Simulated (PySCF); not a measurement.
# ClMnO3 (MnO3Cl): the cost of one run

Programs: PySCF 2.14.0, with density-fitted response routines of our own. Each step states its level of theory. These are calculated values for one molecule in the gas phase, unless marked as measured. Atoms are numbered from 0 throughout.

## (1) The starting structure

5 atoms, charge 0, multiplicity 1; geometry from: GFN2-xTB. The atoms were then displaced at random by about 0.03 Å, so the start is not that level's minimum.

Bonds of the start (Å): O0–Mn1 1.39, Mn1–O2 1.50, Mn1–O3 1.47, Mn1–Cl4 1.95.

## (2) Optimising the geometry at PBE0-D3(BJ)/def2-SVP

Job settings and geometry (Å):

```
{"job": {"xc": "PBE0", "basis": "def2-SVP", "d3": "d3bj", "grid": 1, "shake": 0.03, "kind": "geom"}, "charge": 0, "multiplicity": 1}
O     -0.474020     1.217240    -0.569300
Mn    -0.131250     0.003950     0.014100
O     -0.925170    -1.123740    -0.570690
O     -0.123520     0.061800     1.478500
Cl     1.746050    -0.264040    -0.449090
```

Command:

```bash
$ OMP_NUM_THREADS=1 python probes_run.py task.json out
```

The driver reads the jobs from task.json and runs them one after another.

Q: Estimate the wall time and peak memory of this first job on 1 thread of Intel Xeon Platinum 8375C at 2.90GHz, shared host.

About 36 s, with a peak of 0.38 GiB.
